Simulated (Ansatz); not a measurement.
**CH8B2N2: a ladder of functionals and wavefunction methods**

An exercise on one series of results from a longer session: the logs are not shown, and one member is left open.

Method: functionals in def2-TZVPP, the program's frozen cores in correlated methods; program: Ansatz 0.2.0, Gaussian basis.

The runs, in order: PBE-D4, r2SCAN-D4, PBE0-D4, B3LYP-D4, ωB97X-V, ωB97M-V, B2PLYP; CCSD(T)/def2-TZVPP; MP2/def2-QZVPP; extrapolation to the limit.

## The relaxed structure

An earlier PBE0-D4 in a triple-zeta def2 set relaxation fixed the geometry.

SMILES `BNBNC`, 13 atoms, charge 0, spin multiplicity 1.

Atoms are counted from 1 here; the program's logs count them from 0.

Bond lengths: B1–N2 1.402 Å, B1–H6 1.195 Å, B1–H7 1.199 Å, N2–B3 1.452 Å, N2–H8 1.010 Å, B3–N4 1.394 Å, B3–H9 1.200 Å, N4–C5 1.445 Å, N4–H10 1.006 Å, C5–H11 1.095 Å, C5–H12 1.092 Å, C5–H13 1.090 Å. Angles: N2–B1–H6 120.6°, N2–B1–H7 118.9°, H6–B1–H7 120.5°, B1–N2–B3 132.1°, B1–N2–H8 114.7°, B3–N2–H8 112.6°, N2–B3–N4 125.3°, N2–B3–H9 117.8°, N4–B3–H9 116.9°, B3–N4–C5 130.3°, B3–N4–H10 115.9°, C5–N4–H10 113.8°, N4–C5–H11 112.5°, N4–C5–H12 110.1°, N4–C5–H13 110.3°, H11–C5–H12 108.2°, H11–C5–H13 107.6°, H12–C5–H13 108.0°.

Set-up of the first run:

File in.yaml:

```yaml
crystal:
  periodic: [false, false, false]
  atoms:
    - {symbol: B, position_ang: [-0.360825, 0.839436, 1.706839]}
    - {symbol: N, position_ang: [-1.023677, 0.967752, 0.478628]}
    - {symbol: B, position_ang: [-1.024624, 0.143802, -0.716603]}
    - {symbol: N, position_ang: [0.023035, -0.677298, -1.129246]}
    - {symbol: C, position_ang: [1.346325, -0.851857, -0.576695]}
    - {symbol: H, position_ang: [0.418955, -0.048066, 1.887136]}
    - {symbol: H, position_ang: [-0.607440, 1.619438, 2.583142]}
    - {symbol: H, position_ang: [-1.729744, 1.689799, 0.453505]}
    - {symbol: H, position_ang: [-1.994335, 0.184328, -1.423031]}
    - {symbol: H, position_ang: [-0.148496, -1.227077, -1.953762]}
    - {symbol: H, position_ang: [1.394783, -1.675008, 0.143373]}
    - {symbol: H, position_ang: [2.062616, -1.054928, -1.376012]}
    - {symbol: H, position_ang: [1.663827, 0.055080, -0.062473]}
basis:
  gaussian: {orbitals: def2-TZVPP}
hamiltonian: {xc: pbe, dispersion: d4}
output: {forces: true, orbitals: {seedname: orbitals}}
```

On the command line:

```sh
ansatz run in.yaml --threads 4 --pin off --events-out ev --progress --plain --max-ram 10444MiB
```

Steps of the session up to this table: PBE-D4 (GGA); r2SCAN-D4 (meta-GGA); PBE0-D4 (hybrid); B3LYP-D4 (hybrid); ωB97X-V (range-separated); ωB97M-V (range-separated); B2PLYP (double hybrid); CCSD(T) in def2-TZVPP; MP2 in def2-QZVPP.

One table of the session follows, with a row left open; its other results are not shown here.

| method | atoms, summed (eV) | atomisation energy (kJ/mol) |
| --- | --- | --- |
| PBE-D4 | ? | ? |
| r2SCAN-D4 | -5449.566 | 4997.6 |
| PBE0-D4 | -5446.028 | 5016.4 |
| B3LYP-D4 | -5453.502 | 5035.7 |
| ωB97X-V | -5451.275 | 5008.8 |
| ωB97M-V | -5449.998 | 5024.0 |
| B2PLYP | -5448.412 | 4967.0 |
| HF/def2-TZVPP | -5430.335 | 3706.1 |
| MP2/def2-TZVPP | -5439.664 | 4911.0 |
| CCSD/def2-TZVPP | -5442.223 | 4785.7 |
| CCSD(T)/def2-TZVPP | -5442.473 | 4848.5 |
| MP2/CBS | -5441.257 | 5032.9 |
| CCSD(T)/CBS | -5444.066 | 4970.4 |

Estimate the missing values for PBE-D4.

**Answer.** atoms, summed (eV): -5444.382; atomisation energy (kJ/mol): 5095.0. In the column «atoms, summed (eV)» it lies between PBE0-D4 (-5446.028) and CCSD(T)/CBS (-5444.066).

Limits of these values: Free atoms (2 B, 2 N, 1 C, 8 H) were run apart at each level; the atomisation energy is their sum less the molecule, without zero-point or spin-orbit terms.
